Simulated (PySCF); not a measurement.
# The bond of InSn, level by level, part 1 of 2

Aim: find the lowest electronic state of InSn, scan its bond at several levels of theory, and get bond length, wavenumber and dissociation energy from each curve.

Program: PySCF 2.14.0. Level of theory: In cc-pVDZ-PP with ECP28, Sn cc-pVDZ-PP with ECP28, scalar-relativistic core potentials. These are calculated values, not measurements.

### 1 Set-up

Settings of the job:

| Property | Result |
| --- | --- |
| atoms | In, Sn |
| charge | 0 |
| basis | In cc-pVDZ-PP with ECP28, Sn cc-pVDZ-PP with ECP28 |
| Hamiltonian | scalar-relativistic core potentials |
| basis functions | 46 |
| electrons treated | 43 |
| masses in u | 114.9039, 119.9022 |
| levels | PBE0, PBE, r²SCAN, M06-2X, PBEsol, BLYP, HF, MP2, SCS-MP2, CCSD, CCSD(T) |
| grid | 80 radial by 434 angular points |
| occupations | held fixed by the projection of orbital angular momentum |
| dissociation limit | In + Sn, each in its ground configuration |
| starting distance in angstrom | 2.740 |
| values of 2S to try | 1, 3 |

The job searches for the state first and then visits each distance with every level. Its results follow level by level.

### 2 Which determinant to follow

Unrestricted PBE0 solutions at 2.740 Å, counted from the lowest. The search isn't exhaustive.

```tsv
2Ms+1	unpaired	term	E (eV)	⟨S²⟩	⟨Lz²⟩	μ (D)
4	σ ↑, π ↑↑	⁴Σ⁻	0.00	3.75	0.00	-1.36
2	σ ↓, π ↑↑	not assigned	0.35	1.77	0.00	-1.34
2	π ↑	²Π	0.99	0.75	1.00	0.09
2	π ↑	²Π	1.14	0.78	1.01	-1.72
4	π ↑↑↑	⁴Π	2.21	3.76	1.00	0.00
4	σ ↑, π ↑↑	not assigned	2.30	3.76	2.01	2.05
```

A term symbol stands only where ⟨S²⟩ and ⟨Lz²⟩ are near those of a pure state. A positive dipole means In(−)Sn(+).

The most promising solutions are followed along the bond (rough minima from three points):

```tsv
2Ms+1	unpaired	R at minimum (Å)	energy at minimum (eV)
4	σ ↑, π ↑↑	2.86	0.00
2	σ ↓, π ↑↑	2.84	0.35
2	π ↑	3.09	0.72
2	π ↑	2.69	1.16
```

The search made 6 SCF attempts at the starting distance; with the short scans it took 11 s of wall time (1 thread, shared host).

### 3 The PBE0 curve of the state that the search chose

State followed: ⁴Σ⁻ (quartet), unpaired electrons σ ↑, π ↑↑. The scan is laid around 2.857 Å.

Output of the SCF at 2.857 Å:

```text
******** <class 'pyscf.dft.uks_symm.SymAdaptedUKS'> ********
method = SymAdaptedUKS
initial guess = minao
damping factor = 0
level_shift factor = 0
DIIS = <class 'pyscf.scf.diis.CDIIS'>
diis_start_cycle = 1
diis_space = 10
diis_damp = 0
SCF conv_tol = 1e-09
SCF conv_tol_grad = None
SCF max_cycles = 60
direct_scf = False
max_memory 909 MB (current use 239 MB)
number electrons alpha = 23  beta = 20
XC library pyscf.dft.libxc version 7.0.0
    S. Lehtola, C. Steigemann, M. J.T. Oliveira, and M. A.L. Marques.,  SoftwareX 7, 1–5 (2018)
XC functionals = PBE0
    C. Adamo and V. Barone.,  J. Chem. Phys. 110, 6158 (1999)
    M. Ernzerhof and G. E. Scuseria.,  J. Chem. Phys. 110, 5029 (1999)
small_rho_cutoff = 0
Overwritten attributes  get_hcore get_k get_occ get_jk get_j  of <class 'pyscf.dft.uks_symm.SymAdaptedUKS'>
Set gradient conv threshold to 3.16228e-05
init E= -404.445018001179
cycle= 1 E= -404.434928332949  delta_E= 0.0101  |g|= 0.00948  |ddm|= 0.118
cycle= 2 E= -404.43494124144  delta_E= -1.29e-05  |g|= 0.00973  |ddm|= 0.0893
cycle= 3 E= -404.435051937907  delta_E= -0.000111  |g|= 0.00238  |ddm|= 0.048
cycle= 4 E= -404.435058382742  delta_E= -6.44e-06  |g|= 0.000407  |ddm|= 0.0103
cycle= 5 E= -404.435058842159  delta_E= -4.59e-07  |g|= 0.000177  |ddm|= 0.00371
cycle= 6 E= -404.435058922534  delta_E= -8.04e-08  |g|= 3.16e-05  |ddm|= 0.00145
cycle= 7 E= -404.435058926047  delta_E= -3.51e-09  |g|= 6.27e-06  |ddm|= 0.000365
cycle= 8 E= -404.435058926134  delta_E= -8.7e-11  |g|= 2.09e-06  |ddm|= 4.51e-05
Extra cycle  E= -404.435058926135  delta_E= -3.41e-13  |g|= 2.6e-06  |ddm|= 1.94e-05
converged SCF energy = -404.435058926135  <S^2> = 3.7540287  2S+1 = 4.0020139
```

Points of the scan, energies from the lowest:

```tsv
R (Å)	E (eV)	μ (D)	Mulliken charge of In (e)	Mayer bond order	⟨S²⟩	HOMO (eV)	LUMO (eV)
2.4570	0.6124	-0.76	0.08	1.64	3.75	-5.19	-2.78
2.5713	0.2647	-0.97	0.10	1.56	3.75	-5.24	-2.65
2.6856	0.0803	-1.23	0.12	1.49	3.75	-5.27	-2.56
2.7713	0.0170	-1.44	0.14	1.44	3.75	-5.17	-2.58
2.8570	0.0000	-1.66	0.15	1.39	3.75	-5.07	-2.58
2.9427	0.0173	-1.89	0.16	1.34	3.75	-4.98	-2.58
3.0570	0.0784	-2.21	0.18	1.29	3.75	-4.87	-2.58
3.1998	0.1946	-2.62	0.20	1.23	3.75	-4.74	-2.56
3.3713	0.3662	-3.10	0.21	1.17	3.75	-4.60	-2.52
3.5998	0.6146	-3.72	0.23	1.10	3.75	-4.45	-2.48
```

The fit gives Re = 2.852 Å, ωe = 147.9 cm⁻¹, ωexe = 0.341 cm⁻¹, αe = 0.000119 cm⁻¹, Be = 0.03531 cm⁻¹, De = 2.03 eV, μ = -1.64 D.

Orbitals nearest the gap at 2.857 Å:

```tsv
spin	orbital	ε (eV)	filled	made of
β	σ	-21.06	yes	In d 100 %
β	π	-21.06	yes	In d 100 %
β	π	-21.06	yes	In d 100 %
α	σ	-12.82	yes	Sn s 77 %, In s 17 %
β	σ	-11.06	yes	Sn s 66 %, In s 29 %
α	σ	-9.44	yes	In s 71 %, Sn s 19 %, Sn p 9 %
β	σ	-8.28	yes	In s 65 %, Sn s 28 %
α	σ	-5.28	yes	Sn p 52 %, In p 39 %
α	π	-5.07	yes	Sn p 76 %, In p 22 %
α	π	-5.07	yes	Sn p 76 %, In p 22 %
β	σ	-2.58	no	Sn p 49 %, In p 44 %
β	π	-2.40	no	In p 52 %, Sn p 47 %
α	π	-1.76	no	In p 76 %, Sn p 22 %
α	π	-1.76	no	In p 76 %, Sn p 22 %
```

Polarisability there: 178.6 bohr³ along the bond, 59.4 across it. Without diffuse functions these come out too small, above all across the bond.

### 4 Higher solutions at PBE0

State 2: Ms = 0.5 determinant of mixed spin (⟨S²⟩ = 1.77), unpaired electrons σ ↓, π ↑↑, an excited solution.

Log of the SCF at 2.857 Å:

```text
[... 13 set-up lines left out, the same as in an earlier log ...]
max_memory 909 MB (current use 285 MB)
number electrons alpha = 22  beta = 21
[... 7 set-up lines left out, the same as in an earlier log ...]
init E= -404.43214257255
cycle= 1 E= -404.421645824285  delta_E= 0.0105  |g|= 0.00977  |ddm|= 0.12
cycle= 2 E= -404.421699121399  delta_E= -5.33e-05  |g|= 0.00855  |ddm|= 0.0844
cycle= 3 E= -404.421776949304  delta_E= -7.78e-05  |g|= 0.00227  |ddm|= 0.0414
cycle= 4 E= -404.421782657949  delta_E= -5.71e-06  |g|= 0.000498  |ddm|= 0.0107
cycle= 5 E= -404.421783273644  delta_E= -6.16e-07  |g|= 0.0002  |ddm|= 0.00408
cycle= 6 E= -404.421783353818  delta_E= -8.02e-08  |g|= 3.46e-05  |ddm|= 0.00145
cycle= 7 E= -404.421783357118  delta_E= -3.3e-09  |g|= 6.58e-06  |ddm|= 0.000382
cycle= 8 E= -404.421783357195  delta_E= -7.71e-11  |g|= 2.84e-06  |ddm|= 4.96e-05
Extra cycle  E= -404.421783357187  delta_E= 7.62e-12  |g|= 3.99e-06  |ddm|= 3.11e-05
converged SCF energy = -404.421783357187  <S^2> = 1.7656899  2S+1 = 2.8394999
```

Re = 2.835 Å, ωe = 150.4 cm⁻¹; the determinant mixes terms (⟨S²⟩ = 1.77, ⟨Lz²⟩ = 0.00), so these belong to no real state. Its minimum lies 0.36 eV above that of the lowest state.

State 3: ²Π (doublet), unpaired electrons π ↑, an excited solution.

Log of the SCF at 2.857 Å:

```text
[... 13 set-up lines left out, the same as in an earlier log ...]
max_memory 909 MB (current use 261 MB)
[... 8 set-up lines left out, the same as in an earlier log ...]
init E= -404.410102784479
cycle= 1 E= -404.403998532466  delta_E= 0.0061  |g|= 0.00871  |ddm|= 0.14
cycle= 2 E= -404.404053198971  delta_E= -5.47e-05  |g|= 0.00631  |ddm|= 0.0721
cycle= 3 E= -404.404099611168  delta_E= -4.64e-05  |g|= 0.00147  |ddm|= 0.0337
cycle= 4 E= -404.404101649635  delta_E= -2.04e-06  |g|= 0.0002  |ddm|= 0.0065
cycle= 5 E= -404.404101766604  delta_E= -1.17e-07  |g|= 0.000118  |ddm|= 0.00181
cycle= 6 E= -404.404101794923  delta_E= -2.83e-08  |g|= 2.43e-05  |ddm|= 0.000822
cycle= 7 E= -404.404101798334  delta_E= -3.41e-09  |g|= 5.04e-06  |ddm|= 0.00039
cycle= 8 E= -404.404101798437  delta_E= -1.04e-10  |g|= 1.84e-06  |ddm|= 5.39e-05
Extra cycle  E= -404.40410179845  delta_E= -1.31e-11  |g|= 1.33e-06  |ddm|= 1.74e-05
converged SCF energy = -404.40410179845  <S^2> = 0.75282725  2S+1 = 2.0028253
```

Re = 3.090 Å, ωe = 126.3 cm⁻¹, ωexe = 0.230 cm⁻¹, αe = 8.45e-05 cm⁻¹, Be = 0.03008 cm⁻¹, μ = -0.85 D. Its minimum lies 0.72 eV above that of the lowest state.

State 4: ²Π (doublet), unpaired electrons π ↑, an excited solution.

Output of the SCF at 2.857 Å:

```text
[... 22 set-up lines left out, the same as in an earlier log ...]
init E= -404.402294727601
cycle= 1 E= -404.389243813136  delta_E= 0.0131  |g|= 0.0084  |ddm|= 0.0975
cycle= 2 E= -404.389263358086  delta_E= -1.95e-05  |g|= 0.0101  |ddm|= 0.0842
cycle= 3 E= -404.389373524192  delta_E= -0.00011  |g|= 0.00386  |ddm|= 0.0473
cycle= 4 E= -404.389400695322  delta_E= -2.72e-05  |g|= 0.00159  |ddm|= 0.0189
cycle= 5 E= -404.389426423313  delta_E= -2.57e-05  |g|= 0.00105  |ddm|= 0.0216
cycle= 6 E= -404.389464025348  delta_E= -3.76e-05  |g|= 0.000634  |ddm|= 0.0496
cycle= 7 E= -404.389476524327  delta_E= -1.25e-05  |g|= 0.000271  |ddm|= 0.0343
cycle= 8 E= -404.389479325245  delta_E= -2.8e-06  |g|= 7.74e-05  |ddm|= 0.022
cycle= 9 E= -404.38947942362  delta_E= -9.84e-08  |g|= 1.02e-05  |ddm|= 0.00419
cycle= 10 E= -404.389479424238  delta_E= -6.17e-10  |g|= 3.95e-06  |ddm|= 0.000256
Extra cycle  E= -404.389479424304  delta_E= -6.62e-11  |g|= 2.14e-06  |ddm|= 3.58e-05
converged SCF energy = -404.389479424304  <S^2> = 0.84617269  2S+1 = 2.0939653
```

Re = 2.674 Å, ωe = 174.3 cm⁻¹, ωexe = 0.978 cm⁻¹, αe = 0.000180 cm⁻¹, Be = 0.04017 cm⁻¹, μ = -1.66 D. Its minimum lies 1.16 eV above that of the lowest state.

Energy (eV) from the lowest point of the lowest state:

```tsv
R (Å)	lowest	state 2	state 3	state 4
2.457	0.612	0.937	2.103	1.373
2.571	0.265	0.600	1.529	1.200
2.686	0.080	0.426	1.153	1.160
2.771	0.017	0.371	0.967	1.185
2.857	0.000	0.361	0.842	1.240
2.943	0.017	0.385	0.767	1.311
3.057	0.078	0.452	0.726	1.413
3.200	0.195	0.572	0.742	1.537
3.371	0.366	0.742	0.829	1.666
3.600	0.615	0.977	1.007	1.799
```

### 5 PBE

The SCF at the reference distance, 2.857 Å, printed:

```text
[... 17 set-up lines left out, the same as in an earlier log ...]
XC functionals = PBE
    J. P. Perdew, K. Burke, and M. Ernzerhof.,  Phys. Rev. Lett. 77, 3865 (1996)
    J. P. Perdew, K. Burke, and M. Ernzerhof.,  Phys. Rev. Lett. 78, 1396 (1997)
    J. P. Perdew, K. Burke, and M. Ernzerhof.,  Phys. Rev. Lett. 77, 3865 (1996)
    J. P. Perdew, K. Burke, and M. Ernzerhof.,  Phys. Rev. Lett. 78, 1396 (1997)
[... 2 set-up lines left out, the same as in an earlier log ...]
init E= -404.429844505834
cycle= 1 E= -404.430901141672  delta_E= -0.00106  |g|= 0.0236  |ddm|= 0.244
cycle= 2 E= -404.427331236656  delta_E= 0.00357  |g|= 0.0528  |ddm|= 0.315
cycle= 3 E= -404.43141767038  delta_E= -0.00409  |g|= 0.0098  |ddm|= 0.269
cycle= 4 E= -404.431526008767  delta_E= -0.000108  |g|= 0.000544  |ddm|= 0.0412
cycle= 5 E= -404.431526229545  delta_E= -2.21e-07  |g|= 0.000243  |ddm|= 0.00379
cycle= 6 E= -404.431526301957  delta_E= -7.24e-08  |g|= 5.77e-05  |ddm|= 0.000964
cycle= 7 E= -404.431526307206  delta_E= -5.25e-09  |g|= 4.64e-06  |ddm|= 0.000308
cycle= 8 E= -404.431526307239  delta_E= -3.32e-11  |g|= 1.36e-06  |ddm|= 3.11e-05
Extra cycle  E= -404.43152630722  delta_E= 1.88e-11  |g|= 3.8e-06  |ddm|= 2.37e-05
converged SCF energy = -404.43152630722  <S^2> = 3.7517192  2S+1 = 4.0008595
```

Re = 2.884 Å, ωe = 140.5 cm⁻¹, ωexe = 0.349 cm⁻¹, αe = 0.000123 cm⁻¹, Be = 0.03455 cm⁻¹, De = 2.16 eV, μ = -1.33 D. 7.4 s of CPU time for 12 points, integrals apart.

### 6 r²SCAN

The SCF at the reference distance, 2.857 Å, printed:

```text
[... 17 set-up lines left out, the same as in an earlier log ...]
XC functionals = R2SCAN
    J. W. Furness, A. D. Kaplan, J. Ning, J. P. Perdew, and J. Sun.,  J. Phys. Chem. Lett. 11, 8208-8215 (2020)
    J. W. Furness, A. D. Kaplan, J. Ning, J. P. Perdew, and J. Sun.,  J. Phys. Chem. Lett. 11, 9248-9248 (2020)
    J. W. Furness, A. D. Kaplan, J. Ning, J. P. Perdew, and J. Sun.,  J. Phys. Chem. Lett. 11, 8208-8215 (2020)
    J. W. Furness, A. D. Kaplan, J. Ning, J. P. Perdew, and J. Sun.,  J. Phys. Chem. Lett. 11, 9248-9248 (2020)
[... 2 set-up lines left out, the same as in an earlier log ...]
init E= -404.577757287
cycle= 1 E= -404.578558926265  delta_E= -0.000802  |g|= 0.00696  |ddm|= 0.215
cycle= 2 E= -404.578402230415  delta_E= 0.000157  |g|= 0.0123  |ddm|= 0.0817
cycle= 3 E= -404.578604809983  delta_E= -0.000203  |g|= 0.00286  |ddm|= 0.0668
cycle= 4 E= -404.578614555689  delta_E= -9.75e-06  |g|= 0.000362  |ddm|= 0.0132
cycle= 5 E= -404.578614759475  delta_E= -2.04e-07  |g|= 0.000146  |ddm|= 0.00257
cycle= 6 E= -404.57861479215  delta_E= -3.27e-08  |g|= 2.51e-05  |ddm|= 0.000864
cycle= 7 E= -404.578614793485  delta_E= -1.34e-09  |g|= 5.84e-06  |ddm|= 0.000216
cycle= 8 E= -404.578614793554  delta_E= -6.84e-11  |g|= 1.28e-06  |ddm|= 4.46e-05
Extra cycle  E= -404.578614793547  delta_E= 6.82e-12  |g|= 2.62e-06  |ddm|= 1.84e-05
converged SCF energy = -404.578614793547  <S^2> = 3.7563043  2S+1 = 4.0031509
```

Re = 2.845 Å, ωe = 148.0 cm⁻¹, ωexe = 0.362 cm⁻¹, αe = 0.000123 cm⁻¹, Be = 0.03549 cm⁻¹, De = 2.15 eV, μ = -1.51 D. 11 s of CPU time for 12 points, integrals apart.

(Continued in part 2 of 2.)
